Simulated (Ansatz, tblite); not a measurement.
# Tetraphenylsilane (C24H20Si): one state, many levels, part 2 of 2

Aim: run the singlet of tetraphenylsilane (C24H20Si) at one geometry on many levels, and compare frontier levels, spin and run time.

Ansatz 0.2.0, Gaussian basis; as each input shows. Earlier steps stand in the parts before.

## (10) PBE0-D4/def2-SVP

Input file in.yaml:

```yaml
crystal:
  periodic: [false, false, false]
  atoms:
    - {symbol: C, position_ang: [4.435544, -1.521810, 0.581527]}
    - {symbol: C, position_ang: [3.403591, -2.450584, 0.374368]}
    - {symbol: C, position_ang: [2.084200, -2.007289, 0.190495]}
    - {symbol: C, position_ang: [1.770905, -0.630433, 0.208324]}
    - {symbol: Si, position_ang: [-0.001161, -0.000214, -0.000481]}
    - {symbol: C, position_ang: [-0.731394, 0.455273, 1.684841]}
    - {symbol: C, position_ang: [0.081445, 0.687102, 2.816126]}
    - {symbol: C, position_ang: [-0.483007, 1.049109, 4.049609]}
    - {symbol: C, position_ang: [-1.874469, 1.187388, 4.173133]}
    - {symbol: C, position_ang: [-2.699696, 0.959246, 3.059944]}
    - {symbol: C, position_ang: [-2.131721, 0.593381, 1.829877]}
    - {symbol: C, position_ang: [0.040399, 1.522401, -1.123391]}
    - {symbol: C, position_ang: [0.862501, 1.523572, -2.274516]}
    - {symbol: C, position_ang: [0.893558, 2.626974, -3.141107]}
    - {symbol: C, position_ang: [0.105017, 3.756242, -2.866945]}
    - {symbol: C, position_ang: [-0.713019, 3.775218, -1.726325]}
    - {symbol: C, position_ang: [-0.744251, 2.667531, -0.864164]}
    - {symbol: C, position_ang: [-1.083332, -1.347939, -0.771408]}
    - {symbol: C, position_ang: [-1.420534, -1.345425, -2.142766]}
    - {symbol: C, position_ang: [-2.203531, -2.370831, -2.696421]}
    - {symbol: C, position_ang: [-2.663151, -3.420803, -1.886017]}
    - {symbol: C, position_ang: [-2.339781, -3.440173, -0.519549]}
    - {symbol: C, position_ang: [-1.560467, -2.410963, 0.030797]}
    - {symbol: C, position_ang: [2.824695, 0.291002, 0.411868]}
    - {symbol: C, position_ang: [4.144193, -0.148125, 0.600685]}
    - {symbol: H, position_ang: [5.471037, -1.868430, 0.722784]}
    - {symbol: H, position_ang: [3.628287, -3.528252, 0.350805]}
    - {symbol: H, position_ang: [1.284428, -2.746601, 0.021887]}
    - {symbol: H, position_ang: [1.174719, 0.574759, 2.734227]}
    - {symbol: H, position_ang: [0.167557, 1.219532, 4.921484]}
    - {symbol: H, position_ang: [-2.318285, 1.467986, 5.140954]}
    - {symbol: H, position_ang: [-3.792265, 1.060905, 3.152481]}
    - {symbol: H, position_ang: [-2.792397, 0.403061, 0.968180]}
    - {symbol: H, position_ang: [1.497421, 0.649652, -2.494309]}
    - {symbol: H, position_ang: [1.540990, 2.608562, -4.031660]}
    - {symbol: H, position_ang: [0.133015, 4.625916, -3.541660]}
    - {symbol: H, position_ang: [-1.327600, 4.661225, -1.503337]}
    - {symbol: H, position_ang: [-1.385311, 2.697980, 0.031780]}
    - {symbol: H, position_ang: [-1.071820, -0.523263, -2.788514]}
    - {symbol: H, position_ang: [-2.460763, -2.347186, -3.766784]}
    - {symbol: H, position_ang: [-3.280114, -4.223644, -2.318637]}
    - {symbol: H, position_ang: [-2.702288, -4.258421, 0.122041]}
    - {symbol: H, position_ang: [-1.326483, -2.431594, 1.107854]}
    - {symbol: H, position_ang: [2.612768, 1.372793, 0.414350]}
    - {symbol: H, position_ang: [4.950569, 0.585192, 0.757574]}
basis:
  gaussian: {orbitals: def2-SVP, fitting: {mean_field: def2-universal-jkfit}, initial_orbitals: start.molden}
hamiltonian: {xc: pbe0, dispersion: d4}
scf: {omitted_lower_state_checks: [starts]}
output: {orbitals: {seedname: orbitals}}
```

On the command line:

```
$ ansatz run in.yaml --threads 2 --pin off --events-out ev --progress --plain --max-ram 32768MiB --backend cuda --devices 0, --max-vram 18GiB
```

Output:

```text
Functional definition: PBE0
  name "PBE0"
  cite "Adamo & Barone, J. Chem. Phys. 110, 6158 (1999) doi:10.1063/1.478522"
  cite "Perdew, Burke & Ernzerhof, Phys. Rev. Lett. 77, 3865 (1996) doi:10.1103/PhysRevLett.77.3865"
  parent pbe
  parameter a = 0.25
  parameter kappa = 0.804
  parameter beta = 0.06672455060314922
  exchange = (1 - a)*pbe_x(kappa = kappa, mu = beta*pi^2/3) + a*exact_x
  correlation = pbe_c(beta = beta)
these checks for a lower state are left out or cut short: starts
2288 factors; integrals over basis functions are off by at most 2.2e-1 eV
mean field evaluation 1: about -33038.4837 eV, gradient 1.0e1 eV
mean field evaluation 2: about -33038.7578 eV, gradient 1.9e-1 eV
mean field evaluation 4: about -33038.7461 eV, gradient 1.8e-4 eV
mean field -33038.74613791 eV, -1214.1515261017 hartree, gradient 1.8e-5 eV, S^2 0.000000; 0 other end points of the search recorded, 0 dependent functions left out
reference -33038.74619666 eV, -1214.1515282609 hartree; 89, 89 occupied and 365, 365 virtual orbitals, 2288 factors
Total energy: -33040.41270493 eV, -1214.2127713100 hartree
Checks for a lower state left out: starts
```

It took 10 s on 1 × H100 (card shared with other runs) with 2 threads of AMD EPYC 7R13, shared host.

Report: HOMO -7.07 eV, LUMO -0.78 eV.

## (11) HF/STO-3G

Changes to in.yaml since step 10:

```diff
@@ -49,4 +49,4 @@
 basis:
-  gaussian: {orbitals: def2-SVP, fitting: {mean_field: def2-universal-jkfit}, initial_orbitals: start.molden}
-hamiltonian: {xc: pbe0, dispersion: d4}
+  gaussian: {orbitals: STO-3G}
+hamiltonian: {xc: hf}
 scf: {omitted_lower_state_checks: [starts]}
```

Same command.

Output:

```text
Functional definition: HF
  name "HF"
  cite "Fock, Z. Phys. 61, 126 (1930) doi:10.1007/BF01340294"
  parent pbe
  exchange = exact_x
  correlation = 0
these checks for a lower state are left out or cut short: starts
2108 factors; integrals over basis functions are off by at most 4.0e-5 eV
mean field evaluation 1: about -32510.9216 eV, gradient 3.2e1 eV
mean field evaluation 2: about -32511.9635 eV, gradient 3.1e1 eV
mean field evaluation 4: about -32516.1056 eV, gradient 8.8e-1 eV
mean field evaluation 8: about -32516.1080 eV, gradient 2.1e-5 eV
mean field -32516.10804391 eV, -1194.9449304041 hartree, gradient 2.1e-5 eV, S^2 0.000000; 0 other end points of the search recorded, 0 dependent functions left out
reference -32516.10804391 eV, -1194.9449304041 hartree; 89, 89 occupied and 60, 60 virtual orbitals, 2108 factors
Total energy: -32516.10804391 eV, -1194.9449304041 hartree
Checks for a lower state left out: starts
```

It took 10 s on 1 × H100 (card shared with other runs) with 2 threads of AMD EPYC 7R13, shared host.

Report: HOMO -7.21 eV, LUMO 6.93 eV.

## (12) HF/6-31G

Changes to in.yaml since step 11:

```diff
@@ -49,3 +49,3 @@
 basis:
-  gaussian: {orbitals: STO-3G}
+  gaussian: {orbitals: 6-31G}
 hamiltonian: {xc: hf}
```

Launched as before.

Output:

```text
Functional definition: HF
  name "HF"
  cite "Fock, Z. Phys. 61, 126 (1930) doi:10.1007/BF01340294"
  parent pbe
  exchange = exact_x
  correlation = 0
these checks for a lower state are left out or cut short: starts
3828 factors; integrals over basis functions are off by at most 2.4e-4 eV
mean field evaluation 1: about -32891.5728 eV, gradient 5.0e1 eV
mean field evaluation 2: about -32891.6006 eV, gradient 5.0e1 eV
mean field evaluation 4: about -32900.5272 eV, gradient 5.0e0 eV
mean field evaluation 8: about -32900.6027 eV, gradient 2.9e-5 eV
mean field -32900.60095745 eV, -1209.0747843578 hartree, gradient 8.3e-5 eV, S^2 0.000000; 0 other end points of the search recorded, 0 dependent functions left out
reference -32900.60095745 eV, -1209.0747843578 hartree; 89, 89 occupied and 180, 180 virtual orbitals, 3828 factors
Total energy: -32900.60095745 eV, -1209.0747843578 hartree
Checks for a lower state left out: starts
```

Run time: 9 s. Hardware: 1 × H100 (card shared with other runs) with 2 threads of AMD EPYC 7R13, shared host.

Report: HOMO -8.82 eV, LUMO 3.09 eV.

## (13) B3LYP-D4/6-31G

Changes to in.yaml since step 12:

```diff
@@ -50,3 +50,3 @@
   gaussian: {orbitals: 6-31G}
-hamiltonian: {xc: hf}
+hamiltonian: {xc: {name: B3LYP}, dispersion: d4}
 scf: {omitted_lower_state_checks: [starts]}
```

The command is unchanged.

Output, cut to the lines that bear on the results:

```text
Functional definition: B3LYP
  name "B3LYP"
  cite "Stephens, Devlin, Chabalowski & Frisch, J. Phys. Chem. 98, 11623 (1994) doi:10.1021/j100096a001"
  cite "Becke, Phys. Rev. A 38, 3098 (1988) doi:10.1103/PhysRevA.38.3098"
  cite "Lee, Yang & Parr, Phys. Rev. B 37, 785 (1988) doi:10.1103/PhysRevB.37.785"
  cite "Vosko, Wilk & Nusair, Can. J. Phys. 58, 1200 (1980) doi:10.1139/p80-159"
[...]
3828 factors; integrals over basis functions are off by at most 2.4e-4 eV
[...]
mean field -33085.89548373 eV, -1215.8842326017 hartree, gradient 4.1e-5 eV, S^2 0.000000; 0 other end points of the search recorded, 0 dependent functions left out
reference -33085.89595023 eV, -1215.8842497451 hartree; 89, 89 occupied and 180, 180 virtual orbitals, 3828 factors
Total energy: -33088.88971512 eV, -1215.9942685758 hartree
Checks for a lower state left out: starts
```

Run time: 14 s. Hardware: 1 × H100 (card shared with other runs) with 2 threads of AMD EPYC 7R13, shared host.

HOMO -6.60 eV, LUMO -0.47 eV.

## (14) MP2/def2-SVP

Changes to in.yaml since step 13:

```diff
@@ -49,4 +49,4 @@
 basis:
-  gaussian: {orbitals: 6-31G}
-hamiltonian: {xc: {name: B3LYP}, dispersion: d4}
+  gaussian: {orbitals: def2-SVP, initial_orbitals: start.molden}
+correlation: {method: mp2}
 scf: {omitted_lower_state_checks: [starts]}
```

Same command.

Output, cut to the lines that bear on the results:

```text
Functional definition: HF
  name "HF"
  cite "Fock, Z. Phys. 61, 126 (1930) doi:10.1007/BF01340294"
  parent pbe
[...]
4718 factors; integrals over basis functions are off by at most 1.4e-3 eV
[...]
mean field -32889.97543896 eV, -1208.6843037556 hartree, gradient 2.1e-6 eV, S^2 0.000000; 0 other end points of the search recorded, 0 dependent functions left out; unrestricted orbitals would lower it
29 core orbitals not correlated: weight in the atoms' cores, before any rotation towards them, 1.000 or more for the frozen orbitals, at most 0.000 for the correlated occupied ones
reference -32889.97543896 eV, -1208.6843037556 hartree; 60, 60 occupied and 365, 365 virtual orbitals, 4718 factors
second order -87.49335610 eV of doubles, -0.00000000 eV of singles
Total energy: -32977.46879506 eV, -1211.8996252873 hartree
Checks for a lower state left out: starts
```

Wall time 14 s (1 × H100 (card shared with other runs) with 2 threads of AMD EPYC 7R13, shared host).

Hartree-Fock HOMO -8.94 eV, LUMO 2.69 eV. Doubts: restricted state is unstable towards broken spin symmetry.

## (15) RPA/def2-SVP

Changes to in.yaml since step 14:

```diff
@@ -50,4 +50,4 @@
   gaussian: {orbitals: def2-SVP, initial_orbitals: start.molden}
-correlation: {method: mp2}
+hamiltonian: {xc: pbe}
+correlation: {method: rpa}
 scf: {omitted_lower_state_checks: [starts]}
-output: {orbitals: {seedname: orbitals}}
```

Same command.

Output, cut to the lines that bear on the results:

```text
Functional definition: PBE
  name "PBE"
  cite "Perdew, Burke & Ernzerhof, Phys. Rev. Lett. 77, 3865 (1996) doi:10.1103/PhysRevLett.77.3865"
  parent pbe
[...]
4718 factors; integrals over basis functions are off by at most 1.4e-3 eV
[...]
mean field -33035.20927862 eV, -1214.0215489201 hartree, gradient 3.2e-6 eV, S^2 0.000000; 0 other end points of the search recorded, 0 dependent functions left out
29 core orbitals not correlated: weight in the atoms' cores, before any rotation towards them, 1.000 or more for the frozen orbitals, at most 0.000 for the correlated occupied ones
reference -32885.36565436 eV, -1208.5148972965 hartree; 60, 60 occupied and 365, 365 virtual orbitals, 4718 factors
Total energy: -33021.98905459 eV, -1213.5357146482 hartree
Checks for a lower state left out: starts
```

Wall time 15 s (1 × H100 (card shared with other runs) with 2 threads of AMD EPYC 7R13, shared host); peak host memory 2.6 GiB.

## (16) Comparison

```
               level  functions  HOMO (eV)  LUMO (eV)  gap (eV)  time
           HF/STO-3G        149      -7.21       6.93     14.14  10 s
            HF/6-31G        269      -8.82       3.09     11.91   9 s
       LDA/def2-TZVP        901      -6.32      -2.00      4.32  14 s
     PBE-D4/def2-SVP        454      -6.05      -1.60      4.46   9 s
    PBE-D4/def2-TZVP        901      -6.11      -1.74      4.37  14 s
 r2SCAN-D4/def2-TZVP        901      -6.29      -1.60      4.68  16 s
r2SCANh-D4/def2-TZVP        901      -6.65      -1.30      5.35  18 s
      B3LYP-D4/6-31G        269      -6.60      -0.47      6.13  14 s
  B3LYP-D4/def2-TZVP        901      -6.85      -1.06      5.79  14 s
    PBE0-D4/def2-SVP        454      -7.07      -0.78      6.29  10 s
   PBE0-D4/def2-TZVP        901      -7.08      -0.91      6.17  17 s
```

The pieces so far (eV):

```csv
basis,HF,MP2 correlation,total
def2-SVP,-32889.9754,-87.4934,-32977.4688 (MP2)
```

## (17) Binding energy

Free atoms were run apart at each level; binding is atoms less cluster, divided by the number of atoms, without zero-point or spin-orbit terms.

```
               level  binding an atom (eV)
           HF/STO-3G                 4.466
            HF/6-31G                 3.636
         HF/def2-SVP                 3.906
       LDA/def2-TZVP                 5.942
     PBE-D4/def2-SVP                 5.421
    PBE-D4/def2-TZVP                 5.347
 r2SCAN-D4/def2-TZVP                 5.189
r2SCANh-D4/def2-TZVP                 5.156
      B3LYP-D4/6-31G                 5.063
  B3LYP-D4/def2-TZVP                 5.156
    PBE0-D4/def2-SVP                 5.321
   PBE0-D4/def2-TZVP                 5.242
        MP2/def2-SVP                 5.097
```

## (18) What came out

This closing draws on all 2 parts.

```
                                                 quantity                               value
gap in def2-TZVP, named functionals, smallest and largest    4.32 eV (LDA), 6.17 eV (PBE0-D4)
                         correlation energy, MP2/def2-SVP                           -87.49 eV
                binding an atom, functionals in def2-TZVP  5.16 (r2SCANh-D4) to 5.94 eV (LDA)
          PBE0 total energy, smallest basis above largest      28.73 eV (def2-SVP, def2-TZVP)
```

In words: Over the named functionals in def2-TZVP the gap runs from 4.32 eV (LDA) to 6.17 eV (PBE0-D4); exact exchange widens it.

The slowest run with a step of its own, r2SCANh-D4/def2-TZVP, took 18 s; the quickest functional in def2-TZVP took 14 s (shared host).
